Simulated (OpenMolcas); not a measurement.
**Cu²⁺ among point charges: CASSCF and CASPT2 levels and susceptibility**

How does a field of 5 point charges split the states of Cu²⁺, and what χT follows?

Method: state-averaged CASSCF and CASPT2, spin-orbit coupling by RASSI with atomic mean-field integrals. Code: OpenMolcas 26.06.

## 1. The atom as given

```
Species                           : Cu²⁺ (copper, Z = 29, 27 electrons)
Basis                             : ANO-RCC-VDZP [5s4p2d1f], 34 functions
Scalar Hamiltonian                : DKH2, point nucleus
Inactive shells                   : 1s 2s 2p 3s 3p
Active space                      : 9 electrons in 5 orbitals (3d)
Some configurations of this space : 3d9
Orbitals                          : optimised for each spin and parity, averaged over all roots
```

Outer shells as boxes (Hund's rule):

3d9
```
3d [↑↓][↑↓][↑↓][↑↓][↑ ]
```

The ion sits among 5 point charges of -1 e arranged as a trigonal bipyramid (D3h), 1.97 Å from the ion, with the axial distance 1.734 Å.

Each step is its own input file, run in one work folder so that later steps find the files of earlier ones. Labels, J, g values, rates, χT and fits are worked out afterwards by a script from the matrices that RASSI stores.

## 2. GATEWAY and SEWARD: basis and integrals

Contents of a.inp:

```
&GATEWAY
Coord
1

Cu 0.0 0.0 0.0
Basis=ANO-RCC-VDZP
Group=NoSym
NoMove
AngMom=0.0 0.0 0.0
AMFI
XField
5 Angstrom 0
1.970000 0.000000 0.000000 -1.000000
-0.985000 1.706070 0.000000 -1.000000
-0.985000 -1.706070 0.000000 -1.000000
0.000000 0.000000 1.733600 -1.000000
0.000000 0.000000 -1.733600 -1.000000
&SEWARD
```

On the command line:

```console
$ OMP_NUM_THREADS=1 MOLCAS_MEM=1689 MOLCAS_PROJECT=a pymolcas a.inp > a.log
```

Standard output:

```text
Basis set label: CU.ANO-RCC...5S4P2D1F.

      Electronic valence basis set:
      ------------------
      Associated Effective Charge  29.000000 au
      Associated Actual Charge     29.000000 au
      Nuclear Model: Point charge

      Shell  nPrim  nBasis  Cartesian Spherical Contaminant
         s      21       5        X
         p      15       4        X
         d      10       2                 X
         f       6       1                 X
                  Relativistic Douglas-Kroll-Hess integrals:
                    - DKH order of Hamiltonian: 2
                    - DKH order of Properties : 0
                  Atomic mean-field integrals
```

## 3. CASSCF: doublets, 5 roots

Contents of a.inp:

```
&RASSCF
FileOrb=start.orb
Symmetry=1
Spin=2
nActEl=9 0 0
Inactive=9
Ras2=5
CIRoot=5 5 1
SDav=5
CIMx=300
Iter=120 100
PrWF=0.3
OrbListing=Nothing
MaxOrb=0
>>> COPY $Project.JobIph JOB001
```

On the command line:

```console
$ OMP_NUM_THREADS=1 MOLCAS_MEM=1689 MOLCAS_PROJECT=a pymolcas a.inp > a.log
```

start.orb holds the contracted functions of the basis, ordered by shell, or the orbitals of the step before.

Standard output (excerpt; [...] marks lines left out):

```text
[...]
      Number of active orbitals                  5
[...]
      Spin quantum number                      0.5
[...]
      Active orbitals                            5
[...]
      Number of CSFs                             5
      Number of root(s) required                 5
[...]
      Convergence after 53 iterations
[...]
      Natural orbitals and occupation numbers for root  1
      sym 1:   2.000000   2.000000   1.000000   2.000000   2.000000
      Natural orbitals and occupation numbers for root  2
      sym 1:   2.000000   1.000000   2.000000   2.000000   2.000000
      Natural orbitals and occupation numbers for root  3
      sym 1:   2.000000   2.000000   2.000000   1.000000   2.000000
::    RASSCF root number  1 Total energy:  -1655.06172493
::    RASSCF root number  2 Total energy:  -1655.04660769
::    RASSCF root number  3 Total energy:  -1655.04660769
::    RASSCF root number  4 Total energy:  -1655.03770351
::    RASSCF root number  5 Total energy:  -1655.03770351
```

## 4. RASSI: spin-orbit coupling between the states

Contents of a.inp:

```
&RASSI
NrOfJobIphs=1 5
1 2 3 4 5
IphNames
JOB001
EJob
SpinOrbit
DIPRint=1.0
SOCoupling=1000.0
Subsets=2
Property=9
'ANGMOM' 1 'ANGMOM' 2 'ANGMOM' 3 'MLTPL  1' 1 'MLTPL  1' 2 'MLTPL  1' 3
'AMFI' 1 'AMFI' 2 'AMFI' 3
SOProperty=3
'ANGMOM' 1 'ANGMOM' 2 'ANGMOM' 3
```

Standard output (excerpt; [...] marks lines left out):

```text
SPIN-FREE ENERGIES:
  (Shifted by EMIN (a.u.) =      -1655.0617249270)
 SF State       Relative EMIN(au)   Rel lowest level(eV)    D:o, cm**(-1)      L_eff
     1             0.0000000000        0.0000000000              0.0000         2.0
     2             0.0151172417        0.4113611025           3317.8510         2.0
     3             0.0151172417        0.4113611025           3317.8510         2.0
     4             0.0240214207        0.6536561574           5272.0925         2.0
     5             0.0240214207        0.6536561574           5272.0925         2.0
     Dipole printing threshold changed to   1.00000000E+00
[...]
Eigenvalues of complex Hamiltonian:
   -----------------------------------
  (Shifted by EMIN (a.u.) =      -1655.0617249270)
 SO State       Relative EMIN(au)   Rel lowest level(eV)    D:o, cm**(-1)     J-value
     1            -0.0012433514        0.0000000000              0.0000         2.3
     2            -0.0012433514        0.0000000000              0.0000         2.3
     3             0.0122609035        0.3674694978           2963.8414         2.0
     4             0.0122609035        0.3674694978           2963.8414         2.0
     5             0.0182771331        0.5311794436           4284.2511         1.6
     6             0.0182771331        0.5311794436           4284.2511         1.6
     7             0.0202035089        0.5835988003           4707.0418         1.2
     8             0.0202035089        0.5835988003           4707.0418         1.2
     9             0.0287791307        0.8169533581           6589.1732         0.9
    10             0.0287791307        0.8169533581           6589.1732         0.9
Weights of the five most important spin-orbit-free states for each spin-orbit state.
[...]
```

These steps: 2.6 s of run time, 1 thread, shared host.

States without spin-orbit coupling:

```
state  degeneracy  E (cm-1)  free-ion L (%)
  2A1           1         0         D (100)
   2E           2      3318         D (100)
   2E           2      5272         D (100)
```

With spin-orbit coupling:

| E (cm-1) | Degeneracy | Label | 2S+1 | g |
| --- | --- | --- | --- | --- |
| 0.0 | 2 | E1/2 | 2 | 1.87 3.07 3.07 |
| 2964 | 2 | E3/2 | 2 | 0.00 0.00 3.89 |
| 4284 | 2 | E1/2 | 2 | 0.13 1.07 1.07 |
| 4707 | 2 | E1/2 | 2 | 0.00 0.00 6.00 |
| 6589 | 2 | E3/2 | 2 | 0.00 0.00 2.11 |

Labels of spin-orbit levels are those of the rotation subgroup (D3 for D3h). Principal g values are given for doublets only; a zero marks a field direction without first-order Zeeman splitting.

Powder χT (cm³ K/mol): 0.70 at 2 K, 0.70 at 5 K, 0.70 at 10 K, 0.71 at 20 K, 0.71 at 50 K, 0.73 at 100 K, 0.75 at 150 K, 0.76 at 200 K, 0.78 at 250 K, 0.79 at 300 K.

## 5. CASPT2: IPEA 0.25, imaginary shift 0.1 (closed shells correlated: 3s 3p)

Contents of a.inp:

```
>>> COPY JOB001 $Project.JobIph
&CASPT2
Multistate=5 1 2 3 4 5
NoMult
Frozen=5
IPEA=0.25
Imaginary=0.1
MaxIter=60
WThr=0.0 0.3 0.05
PrWF=0.5
NoMix
```

On the command line:

```console
$ OMP_NUM_THREADS=1 MOLCAS_MEM=1689 MOLCAS_PROJECT=a pymolcas a.inp > a.log
```

Standard output:

```text
Orbital specifications:
      -----------------------

      Symmetry species                           1
                                                 a
      Frozen orbitals                            5
      Inactive orbitals                          4
      Active orbitals                            5
      Secondary orbitals                        20
      Deleted orbitals                           0
      Number of basis functions                 34
Type of calculation                        SS-CASPT2
      Fock operator                              state-specific
      IPEA shift                                 0.25
      Real shift                                 0.00
      Imaginary shift                            0.10
      The input orbitals will be transformed to quasi-canonical
Reference energy:       -1655.0617249270
      E2 (Non-variational):      -0.5276103400
      Shift correction:          -0.0001243196
      E2 (Variational):          -0.5277346596
      Total energy:           -1655.5894595865
      Residual norm:              0.0000004578
      Reference weight:           0.93146
      Contributions to the CASPT2 correlation energy
      Active & Virtual Only:         -0.3031269583
      One Inactive Excited:          -0.1750405806
      Two Inactive Excited:          -0.0494428012
Reference energy:       -1655.0466076853
      E2 (Non-variational):      -0.5258663165
      Shift correction:          -0.0001221595
      E2 (Variational):          -0.5259884760
      Total energy:           -1655.5725961613
      Residual norm:              0.0000000586
      Reference weight:           0.93183
      Contributions to the CASPT2 correlation energy
      Active & Virtual Only:         -0.3018396351
      One Inactive Excited:          -0.1745853977
      Two Inactive Excited:          -0.0494412837
::    CASPT2 Root  1     Total energy:  -1655.58945959
::    CASPT2 Root  2     Total energy:  -1655.57259616
::    CASPT2 Root  3     Total energy:  -1655.57259619
::    CASPT2 Root  4     Total energy:  -1655.56339550
::    CASPT2 Root  5     Total energy:  -1655.56362439
```

This run: 0.42 s of run time, 1 thread, shared host.

SS-CASPT2: lowest energy less the reference's lowest, -0.5277 hartree; reference weights 0.931 to 0.932.

Spin-free states, with their symmetry labels:

```
state  degeneracy  E (cm-1)  free-ion L (%)
  2A1           1         0         D (100)
   2E           2      3701         D (100)
   2E           2      5695         D (100)
```

With spin-orbit coupling:

```csv
E (cm-1),Degeneracy,Label,2S+1,g
0,2,E1/2,2,1.89 3.00 3.00
3330,2,E3/2,2,0.00 0.00 3.89
4620,2,E1/2,2,0.11 1.00 1.00
5110,2,E1/2,2,0.00 0.00 6.00
6990,2,E3/2,2,0.00 0.00 2.11
```

Powder χT (cm³ K/mol): 0.68 at 2 K, 0.68 at 5 K, 0.68 at 10 K, 0.68 at 20 K, 0.69 at 50 K, 0.70 at 100 K, 0.72 at 150 K, 0.73 at 200 K, 0.74 at 250 K, 0.76 at 300 K.

## 6. The methods side by side

A. CASSCF
B. SS-CASPT2, IPEA 0.25, imaginary shift 0.1 (closed shells correlated: 3s 3p)

```
method  ground state  first state of that spin (cm-1)  first gap with spin-orbit (cm-1)  χT at 300 K
     A           2A1                          2E 3318                            2963.8         0.79
     B           2A1                          2E 3701                            3326.8         0.76
```

## 7. Summary of results

| quantity | value |
| --- | --- |
| method | SS-CASPT2, IPEA 0.25, imaginary shift 0.1 (closed shells correlated: 3s 3p) |
| spin-free ground state | 2A1, 1-fold in its orbital part |
| first state of the same spin within the active space | 2E at 3700 cm⁻¹ |
| lowest level | 2-fold E1/2, g = 1.89, 3.00, 3.00 |
| next level | 3326.8 cm⁻¹ |
| χT at 300 K | 0.76 cm³ K/mol |
| effective moment at 300 K | 2.46 μB |

Cost by method:

```
                                              method  time of its own steps  time with the reference
                                           A. CASSCF                  2.6 s                    2.6 s
B. SS-CASPT2, IPEA 0.25, imaginary shift 0.1, +3s 3p                 0.42 s                    3.1 s
```

Times are of one thread on a shared host.

In words: The spin-free ground state (2A1) comes to 100 % from free-ion D terms and keeps the highest spin of the shell. χT at 300 K is 0.76, against 0.38 cm³ K/mol for the spin alone, so orbital moment adds to it. CASPT2 does not keep the components of a term degenerate, and the means are used. The field of point charges can differ much from that of real complexes. Point charges carry no covalency, so the field is a model and not that of real ligands.
